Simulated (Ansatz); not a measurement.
# Be3AlP3: the cost of one run

Method: DFT PBE, scalar-relativistic, plane waves, PAW, in Ansatz 0.2.0.

## Step 1: Starting point

The structure is hexagonal, space group P-62m (No. 189). The conventional cell has a = 5.111 Å, b = 5.111 Å, c = 4.506 Å, α = 90.00°, β = 90.00°, γ = 120.00°. Be (site symmetry -62m) has 2 Al at 2.25 Å and 3 P at 2.33 Å in its first shell of neighbours. Around Be (site symmetry -6) lie 3 P at 1.49 Å. Around Al (site symmetry -62m) lie 2 Be at 2.25 Å. P (site symmetry m2m) has 3 Be at 1.49 to 2.33 Å in its first shell of neighbours.

Coordinates:

```cif
data_structure
_symmetry_space_group_name_H-M 'P 1'
_symmetry_Int_Tables_number 1
_cell_length_a 5.1114
_cell_length_b 5.1114
_cell_length_c 4.5061
_cell_angle_alpha 90.000
_cell_angle_beta 90.000
_cell_angle_gamma 120.000
_cell_volume 101.96
loop_
_atom_site_label
_atom_site_type_symbol
_atom_site_fract_x
_atom_site_fract_y
_atom_site_fract_z
_atom_site_occupancy
Be1 Be 0.00000 0.00000 0.50000 1
Be2 Be 0.33333 0.66667 0.50000 1
Be3 Be 0.66667 0.33333 0.50000 1
Al1 Al 0.00000 0.00000 0.00000 1
P1 P 0.54419 0.00000 0.50000 1
P2 P 0.00000 0.54419 0.50000 1
P3 P 0.45581 0.45581 0.50000 1
```

A structure generator made this guess: random cell by space group and Wyckoff sites (P-62m, No. 189). Its size is a rough estimate.

## Step 2: A first look at the guess

input.yaml

```yaml
crystal:
  lattice:
    - [5.11140837, 0.0, 0.0]
    - [-2.55570419, 4.4266095, 0.0]
    - [0.0, 0.0, 4.50609347]
  atoms:
    - { symbol: Be, position: [0.0, 0.0, 0.5] }
    - { symbol: Be, position: [0.33333333, 0.66666667, 0.5] }
    - { symbol: Be, position: [0.66666667, 0.33333333, 0.5] }
    - { symbol: Al, position: [0.0, 0.0, 0.0] }
    - { symbol: P, position: [0.54419346, 0.0, 0.5] }
    - { symbol: P, position: [0.0, 0.54419346, 0.5] }
    - { symbol: P, position: [0.45580654, 0.45580654, 0.5] }
basis:
  ecutwfc: 420
kpoints:
  mp_grid: { grid: [6, 6, 4] }
hamiltonian:
  xc: pbe
scf:
  occupations: { method: gaussian, width: 0.1 }
  lower_state_search: "off"
output:
  forces: true
  stress: true
  eigenvalues: true
```

The run is started by

```sh
$ ansatz run input.yaml --threads 1 --pin off --max-ram 2560MiB --backend cpu --events-out ev --progress --plain --runs-dir out
```

**Question.** How long does this run take on 1 thread of AMD EPYC 7B13 (Zen 3), shared host, and how much memory does it need?

About 3.6 s, with a peak of 0.38 GiB.
